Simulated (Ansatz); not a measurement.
# C2H7NSi: small, medium and large basis sets

One table from this session's results is given with a row withheld; the runs are named, their logs left out.

Method: one geometry, several basis sets; program: Ansatz 0.2.0, Gaussian basis.

Plan: PBE0-D4/def2-SVP; ωB97M-V/def2-SVP; PBE0-D4/def2-QZVPP; ωB97M-V/def2-QZVPP; the functionals' def2-TZVPP values are taken from earlier runs.

## The geometry

All runs share one geometry, relaxed beforehand with PBE0-D4 in a triple-zeta def2 set.

SMILES `C[SiH]1CN1`, 11 atoms, charge 0, spin multiplicity 1.

Atoms are counted from 1 here; the program's logs count them from 0.

Bond lengths: C1–Si2 1.860 Å, C1–H5 1.093 Å, C1–H6 1.092 Å, C1–H7 1.093 Å, Si2–C3 1.828 Å, Si2–N4 1.721 Å, Si2–H8 1.481 Å, C3–N4 1.499 Å, C3–H9 1.091 Å, C3–H10 1.087 Å, N4–H11 1.009 Å. Angles: Si2–C1–H5 111.0°, Si2–C1–H6 110.6°, Si2–C1–H7 110.7°, H5–C1–H6 108.4°, H5–C1–H7 107.7°, H6–C1–H7 108.3°, C1–Si2–C3 120.1°, C1–Si2–N4 122.2°, C1–Si2–H8 112.8°, C3–Si2–N4 49.9°, C3–Si2–H8 122.6°, N4–Si2–H8 115.2°, Si2–C3–N4 61.3°, Si2–C3–H9 117.2°, Si2–C3–H10 124.8°, N4–C3–H9 116.8°, N4–C3–H10 114.1°, H9–C3–H10 112.6° and more.

The first run:

in.yaml reads:

```yaml
crystal:
  periodic: [false, false, false]
  atoms:
    - {symbol: C, position_ang: [-1.036107, 1.301856, 0.023313]}
    - {symbol: Si, position_ang: [0.162001, 0.063827, -0.677748]}
    - {symbol: C, position_ang: [1.268491, -0.872368, 0.436584]}
    - {symbol: N, position_ang: [0.134896, -1.596138, -0.226086]}
    - {symbol: H, position_ang: [-1.988438, 1.272064, -0.512196]}
    - {symbol: H, position_ang: [-1.226722, 1.096969, 1.078725]}
    - {symbol: H, position_ang: [-0.638000, 2.316287, -0.063775]}
    - {symbol: H, position_ang: [0.496059, 0.326955, -2.096489]}
    - {symbol: H, position_ang: [1.173228, -0.684381, 1.506536]}
    - {symbol: H, position_ang: [2.252699, -1.244971, 0.163520]}
    - {symbol: H, position_ang: [-0.532707, -2.037098, 0.388116]}
basis:
  gaussian: {orbitals: def2-SVP}
hamiltonian: {xc: pbe0, dispersion: d4}
output: {orbitals: {seedname: orbitals}}
```

The run is started by

```
ansatz run in.yaml --threads 2 --pin off --events-out ev --progress --plain --max-ram 4352MiB
```

Among the steps run: PBE0-D4 in def2-SVP; ωB97M-V in def2-SVP; PBE0-D4 in def2-QZVPP; ωB97M-V in def2-QZVPP.

One of the session's tables, all rows but one given; the rest of the session is left out.

| functional | basis | HOMO (eV) | LUMO (eV) |
| --- | --- | --- | --- |
| PBE0-D4 | def2-SVP | -6.38 | 0.99 |
| PBE0-D4 | def2-TZVPP | -6.52 | 0.50 |
| PBE0-D4 | def2-QZVPP | -6.55 | 0.33 |
| ωB97M-V | def2-SVP | ? | ? |
| ωB97M-V | def2-TZVPP | -8.80 | 2.14 |
| ωB97M-V | def2-QZVPP | -8.82 | 1.63 |

Q: Estimate the row for ωB97M-V, def2-SVP from the others.

**Answer.** HOMO (eV): -8.65; LUMO (eV): 2.89. In the column «HOMO (eV)» it lies between ωB97M-V, def2-TZVPP (-8.80) and PBE0-D4, def2-QZVPP (-6.55).
